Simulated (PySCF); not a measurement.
# H2O4W (W(O)3(H2O)): the cost of one run

Computed with PySCF 2.14.0. Level: PBE, W def2-SVP with ECP60, O def2-SVP, H def2-SVP; scalar-relativistic core potentials, no spin–orbit coupling.

**1. The starting structure**

7 atoms, charge 0, spin multiplicity 1.

Bond lengths: W1–O2 1.747 Å, W1–O3 1.746 Å, W1–O4 1.747 Å, W1–O5 2.195 Å, O5–H6 0.979 Å, O5–H7 0.979 Å. Angles: O2–W1–O3 109.0°, O2–W1–O4 109.9°, O2–W1–O5 110.1°, O3–W1–O4 109.0°, O3–W1–O5 108.7°, O4–W1–O5 110.1°, W1–O5–H6 121.6°, W1–O5–H7 121.6°, H6–O5–H7 107.8°.

Geometry (Å):

```
W     0.0752   -0.0201    0.0201
O     1.0758    0.9418    1.0810
O    -1.0133   -0.9857    0.9857
O     1.0758   -1.0810   -0.9418
O    -1.1112    1.2861   -1.2861
H    -1.6112    2.0485   -0.9306
H    -1.6112    0.9306   -2.0485
```

Formal oxidation states: W +6. An earlier session relaxed this geometry at PBE, W def2-SVP with ECP60, O def2-SVP, H def2-SVP (singlet, point group Cs).

Its energy there is -368.847581 Eh.

**2. Multiplicity 3 at the relaxed geometry**

File run.py (the lines that set the calculation):

```python
mol = gto.M(atom='''
W      0.07520    -0.02012     0.02012
O      1.07581     0.94177     1.08103
O     -1.01334    -0.98571     0.98571
O      1.07581    -1.08103    -0.94177
O     -1.11118     1.28613    -1.28613
H     -1.61121     2.04853    -0.93064
H     -1.61121     0.93064    -2.04853''',
    basis={'W': 'def2-SVP', 'O': 'def2-SVP', 'H': 'def2-SVP'},
    ecp={'W': 'def2-SVP'},
    charge=0, spin=2)
mf = dft.UKS(mol, xc='PBE')
mf.grids.atom_grid = (50, 194)
mf = mf.density_fit()  # fitting sets: W def2-universal-JKFIT, O def2-universal-JKFIT, H def2-universal-JKFIT
mf.conv_tol = 1e-08; mf.max_cycle = 55
mf.kernel(dm0)  # dm0: free metal ions and neutral atoms
```

Run with:

```sh
$ OMP_NUM_THREADS=2 python run.py
```

**Question.** How long does this run take on 2 threads of Arm Neoverse V2, shared host?

About 4.9 s.
